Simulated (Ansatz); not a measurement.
# WH₄+ (quartet): from Hartree-Fock to the top rungs, def2-TZVPP

The task here is to estimate one member of a computed series from the others.

The runs use Ansatz 0.2.0, Gaussian basis; def2-TZVPP, core rule «outside noble gas», up to 4 orbitals frozen.

The runs, in order: UHF; CCSD(T) on ROHF; CCSD(T) on UHF; CCSDT(Q) on ROHF; CCSDT(Q) on UHF.

8 further runs of the same task are left out: 2 for a known fault of the program, 6 set aside as unsound or not needed.

## The system

The geometry is a PBE0/def2-TZVP stationary point (not a proven minimum) of the parent state, kept for this charge and spin. No spin-orbit coupling is included. Elements past krypton take def2 core potentials.

5 atoms, charge 1, spin multiplicity 4.

Atoms are counted from 1 here; the program's logs count them from 0.

Bond lengths: W1–H2 1.704 Å, W1–H3 1.704 Å, W1–H4 1.704 Å, W1–H5 1.704 Å. Angles: H2–W1–H3 109.5°, H2–W1–H4 109.5°, H2–W1–H5 109.5°, H3–W1–H4 109.5°, H3–W1–H5 109.5°, H4–W1–H5 109.5°.

Geometry (Å):

```xyz
5

W     0.0000    0.0000    0.0000
H     0.9827    0.9853    0.9837
H    -0.9861   -0.9815    0.9841
H    -0.9817    0.9825   -0.9875
H     0.9851   -0.9863   -0.9803
```

The first run:

File in.yaml:

```yaml
crystal:
  periodic: [false, false, false]
  atoms:
    - {symbol: W, position_ang: [0.000000, 0.000000, 0.000000]}
    - {symbol: H, position_ang: [0.982703, 0.985302, 0.983701]}
    - {symbol: H, position_ang: [-0.986103, -0.981502, 0.984097]}
    - {symbol: H, position_ang: [-0.981699, 0.982499, -0.987499]}
    - {symbol: H, position_ang: [0.985099, -0.986299, -0.980299]}
basis:
  gaussian: {orbitals: def2-TZVPP}
total_charge: 1
magnetization: {spin_polarized: true, initial_magnetization: 3}
hamiltonian: {xc: hf}
output: {orbitals: {seedname: orbitals}}
```

Launch:

```bash
> ansatz run in.yaml --threads 1 --pin off --events-out ev --progress --plain --max-ram 4096MiB --backend cpu
```

Steps of the session up to this table: UHF; CCSD(T) on ROHF; CCSD(T) on UHF; CCSDT(Q) on ROHF; CCSDT(Q) on UHF.

One table of the session follows, with a row left open; its other results are not shown here.

It belongs to the step «Misses and costs». 

| method | from RCCSDT(Q) (kcal/mol) |
| --- | --- |
| UHF | +126.91 |
| RMP2 | +27.07 |
| UMP2 | ? |
| RCCSD | +7.57 |
| UCCSD | +4.97 |
| RCCSD(T) | +1.17 |
| UCCSD(T) | -0.23 |
| RCCSDT | +0.29 |
| UCCSDT | -1.64 |
| RCCSDT(Q) | 0 |
| UCCSDT(Q) | -1.94 |

**Question.** Estimate the row for UMP2.

**Answer.** from RCCSDT(Q) (kcal/mol): +23.69. In the column «from RCCSDT(Q) (kcal/mol)» it lies between RCCSD (+7.57) and RMP2 (+27.07).

Left out of the table: ROHF (another determinant or state than the rows shown).

The program flags RCCSD(T), UCCSD(T), RCCSDT(Q) as in doubt (see the logs), so the zero of the table is itself unsure.

Caveats from the session: The report flags that the cluster equations may have other roots. The program flags RCCSD(T), UCCSD(T), RCCSDT(Q) as in doubt, so the zero of the table is itself unsure. Warnings: coupled cluster took another determinant than the lowest. Restricted and unrestricted rows rest on different reference determinants; where their highest levels disagree by more than a few hundredths of an eV, they describe different states and don't form one ladder.
